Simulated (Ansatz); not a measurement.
# C2HF2Ge (SMILES C#[C][Ge]([F])[F]) at UBHLYP/6-31G(d) (spherical functions)

Aim: the vertical ionisation energy of C2HF2Ge at UBHLYP/6-31G* (spherical functions), from 2 runs. 

Program for the calculation: Ansatz 0.2.0.

69 further runs of the same task are left out: 69 set aside as unsound or not needed.

## Step 1: The structure to begin with

C2HF2Ge has 6 atoms, charge 0, and is taken as a doublet. As SMILES, `C#[C][Ge]([F])[F]`. Geometry: relaxed at PBE0-D4/def2-TZVP.

Bond lengths: C1–C2 1.206 Å, C2–Ge3 1.892 Å, Ge3–F4 1.728 Å, Ge3–F5 1.728 Å, C1–H6 1.067 Å. Angles: C1–C2–Ge3 171.1°, C2–Ge3–F4 108.5°, C2–Ge3–F5 108.5°, F4–Ge3–F5 104.7°, C2–C1–H6 178.2°.

## Step 2: The energy at UBHLYP/6-31G(d) (spherical functions)

File molecule.yaml:

```yaml
crystal:
  periodic: [false, false, false]
  atoms:
    - symbol: C
      position_ang: [-0.190100, 0.518400, 1.692900]
    - symbol: C
      position_ang: [-0.131400, 0.204200, 0.530300]
    - symbol: Ge
      position_ang: [-0.289600, -0.139700, -1.323100]
    - symbol: F
      position_ang: [-0.276600, -1.850600, -1.565100]
    - symbol: F
      position_ang: [1.142900, 0.424100, -2.108200]
    - symbol: H
      position_ang: [-0.213200, 0.779700, 2.727000]
basis:
  gaussian:
    orbitals: 6-31G_st_-spherical.json
magnetization:
  spin_polarized: true
  initial_magnetization: 1
hamiltonian:
  xc: {name: BHLYP}
accuracy: high
output: {orbitals: {seedname: orbitals}}
```

The basis set 6-31G* is read from a file made from the Basis Set Exchange's data (not shown).

The run is started by

```
$ ansatz run molecule.yaml --threads 1 --pin off --max-ram 3480MiB --events-out events.jsonl --progress --plain --runs-dir runs
```

The program printed:

```text
Warning: RAYON_NUM_THREADS=1 ignored (pool sized by the plan → 1); use --threads N
Functional definition: BHLYP
  name "BHLYP"
  parameter a = 0.5
  exchange = (1 - a)*b88_x + a*exact_x
  correlation = lyp_c
1871 factors; integrals over basis functions are off by at most 9.0e-9 eV
mean field evaluation 1: about -64024.3616 eV, gradient 3.4e1 eV
mean field evaluation 2: about -64024.0028 eV, gradient 4.0e1 eV
mean field evaluation 4: about -64029.0740 eV, gradient 1.5e0 eV
mean field evaluation 8: about -64029.1303 eV, gradient 7.5e-2 eV
mean field evaluation 16: about -64029.1304 eV, gradient 1.0e-3 eV
mean field evaluation 32: about -64029.1304 eV, gradient 1.3e-7 eV
mean field -64029.13035848 eV, -2353.0271401707 hartree, gradient 7.0e-8 eV, S^2 0.754003; 0 other end points of the search recorded, 0 dependent functions left out
reference -64029.13038417 eV, -2353.0271411150 hartree; 32, 31 occupied and 58, 59 virtual orbitals, 1871 factors
Total energy: -64029.13038417 eV, -2353.0271411150 hartree
```

Wall time 16 s (1 thread of Arm Neoverse V2, shared host); peak memory 0.47 GiB.

## Step 3: The singlet cation

File input.yaml:

```yaml
crystal:
  periodic: [false, false, false]
  atoms:
    - symbol: C
      position_ang: [-0.190100, 0.518400, 1.692900]
    - symbol: C
      position_ang: [-0.131400, 0.204200, 0.530300]
    - symbol: Ge
      position_ang: [-0.289600, -0.139700, -1.323100]
    - symbol: F
      position_ang: [-0.276600, -1.850600, -1.565100]
    - symbol: F
      position_ang: [1.142900, 0.424100, -2.108200]
    - symbol: H
      position_ang: [-0.213200, 0.779700, 2.727000]
basis:
  gaussian: {orbitals: 6-31G_st_-spherical.json}
total_charge: 1
hamiltonian: {xc: {name: BHLYP}}
accuracy: high
output: {orbitals: {seedname: orbitals}}
```

The basis set 6-31G* is read from a file made from the Basis Set Exchange's data (not shown).

The run is started by

```
$ ansatz run input.yaml --threads 1 --pin off --max-ram 3480MiB --events-out events.jsonl --progress --plain --runs-dir runs
```

The program printed:

```text
Warning: RAYON_NUM_THREADS=1 ignored (pool sized by the plan → 1); use --threads N
[... 5 set-up lines as earlier in the session ...]
1872 factors; integrals over basis functions are off by at most 9.0e-9 eV
mean field evaluation 1: about -64007.4088 eV, gradient 7.8e1 eV
mean field evaluation 2: about -63994.3752 eV, gradient 1.2e2 eV
mean field evaluation 4: about -64018.7380 eV, gradient 6.9e0 eV
mean field evaluation 8: about -64019.1776 eV, gradient 5.6e-1 eV
mean field evaluation 16: about -64019.1787 eV, gradient 6.5e-4 eV
mean field -64019.17866192 eV, -2352.6614220677 hartree, gradient 7.0e-8 eV, S^2 0.000000; 0 other end points of the search recorded, 0 dependent functions left out
reference -64019.17868763 eV, -2352.6614230127 hartree; 31, 31 occupied and 59, 59 virtual orbitals, 1872 factors
Total energy: -64019.17868763 eV, -2352.6614230127 hartree
```

It took 9.6 s on 1 thread of Arm Neoverse V2, shared host; peak memory 0.31 GiB.

## Step 4: Summary of results

At UBHLYP/6-31G* (spherical functions):

```
                                           quantity           value
                      doublet C2HF2Ge: total energy  -2353.02714 Eh
doublet C2HF2Ge: HOMO energy (highest over α and β)        -8.56 eV
 doublet C2HF2Ge: LUMO energy (lowest over α and β)        -3.06 eV
                              doublet C2HF2Ge: ⟨S²⟩           0.754
                       singlet cation: total energy  -2352.66142 Eh
                        singlet cation: HOMO energy       -16.12 eV
                        singlet cation: LUMO energy       -11.25 eV
                      singlet cation: HOMO–LUMO gap         4.88 eV
 vertical ionisation energy (to the singlet cation)        9.952 eV
```

The vertical ionisation energy comes to 9.95 eV (960 kJ/mol). Only the singlet of the ionised species was computed; a triplet could lie lower.
